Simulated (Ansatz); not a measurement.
**Cd: response to strain**

Aim: deform Cd (equal xx and yy strain of -3 %) and compute stress, forces and field gradients with LAPW, PAW and all-electron datasets made for the crystal.

Program: Ansatz 0.2.0. Level of theory: DFT PBEsol, scalar-relativistic. These are calculated values, not measurements.

### Step 1. Starting point

Symmetry: P6_3/mmc, No. 194, hexagonal system. The conventional cell has a = 2.979 Å, b = 2.979 Å, c = 5.618 Å, α = 90.00°, β = 90.00°, γ = 120.00°. Around Cd (site symmetry -6m2) lie 12 Cd at 2.98 to 3.29 Å.

As a file:

```xyz
2
Lattice="2.9789 0.0000 0.0000 -1.4894 2.5798 0.0000 0.0000 0.0000 5.6177" Properties=species:S:1:pos:R:3 pbc="T T T"
Cd    0.0000    1.7199    1.4044
Cd    1.4894    0.8599    4.2132
```

Atoms are numbered in the order of the input: Cd1, Cd2.

### Step 2. The deformed structure

Space group P6_3/mmc before, P6_3/mmc after.

### Step 3. LAPW, all electrons

Contents of input.yaml:

```yaml
crystal:
  lattice:
    - [2.8895063329, 0.0, 0.0]
    - [-1.4447531664, 2.5023858886, 0.0]
    - [0.0, 0.0, 5.61765]
  atoms:
    - { symbol: Cd, position: [0.3333333333, 0.6666666667, 0.25] }
    - { symbol: Cd, position: [0.6666666667, 0.3333333333, 0.75] }
kpoints:
  mp_grid: { grid: [14, 14, 7] }
  band_path:
    path:
      - [0.0, 0.0, 0.0]
      - [0.5, 0.0, 0.0]
      - [0.3333333333, 0.3333333333, 0.0]
      - [0.0, 0.0, 0.0]
      - [0.0, 0.0, 0.5]
      - [0.5, 0.0, 0.5]
      - [0.3333333333, 0.3333333333, 0.5]
      - [0.0, 0.0, 0.5]
      - [0.5, 0.0, 0.5]
    npoints: 5
scf:
  occupations: { method: fermi_dirac, width: 0.05 }
hamiltonian:
  xc: pbesol
  pseudopotentials: { kind: all_electron, lapw: { basis_error: 0.00025 } }
output:
  forces: true
  stress: true
  eigenvalues: true
```

Launch:

```console
$ ansatz run input.yaml --threads 1 --pin off --max-ram 3072MiB --backend cpu --events-out ev --progress --plain --runs-dir out
```

### Step 4. PAW with frozen cores

Contents of input.yaml:

```yaml
crystal:
  lattice:
    - [2.8895063329, 0.0, 0.0]
    - [-1.4447531664, 2.5023858886, 0.0]
    - [0.0, 0.0, 5.61765]
  atoms:
    - { symbol: Cd, position: [0.3333333333, 0.6666666667, 0.25] }
    - { symbol: Cd, position: [0.6666666667, 0.3333333333, 0.75] }
kpoints:
  mp_grid: { grid: [14, 14, 7] }
scf:
  occupations: { method: fermi_dirac, width: 0.05 }
hamiltonian:
  xc: pbesol
  pseudopotentials: { kind: paw }
output:
  forces: true
  stress: true
  eigenvalues: true
  efg: { contact_densities: true }
```

### Step 5. All-electron PAW on datasets made for the crystal

Changes to input.yaml since step 4:

```diff
@@ -14,3 +14,3 @@
   xc: pbesol
-  pseudopotentials: { kind: paw }
+  pseudopotentials: { kind: all_electron, datasets: crystal }
 output:
```

(Steps that only read results are left out.)

**Question.** What will these runs give? Wanted: pressure; largest shear or deviatoric stress.

The runs gave:

```
                                 quantity                                           value
                                 pressure  LAPW 3.14, PAW 3.15, crystal datasets 3.15 GPa
largest shear or deviatoric stress (LAPW)                                        2.18 GPa
```

What this shows: The largest part of the stress beyond the pressure is 2.18 GPa in size, in the zz component; the atoms are carried along and not relaxed. No run of the undeformed cell stands beside it, so the pressure holds what the given cell had before the change. PAW: stress within 0.01 GPa of LAPW. Crystal datasets: stress within 0.01 GPa of LAPW.
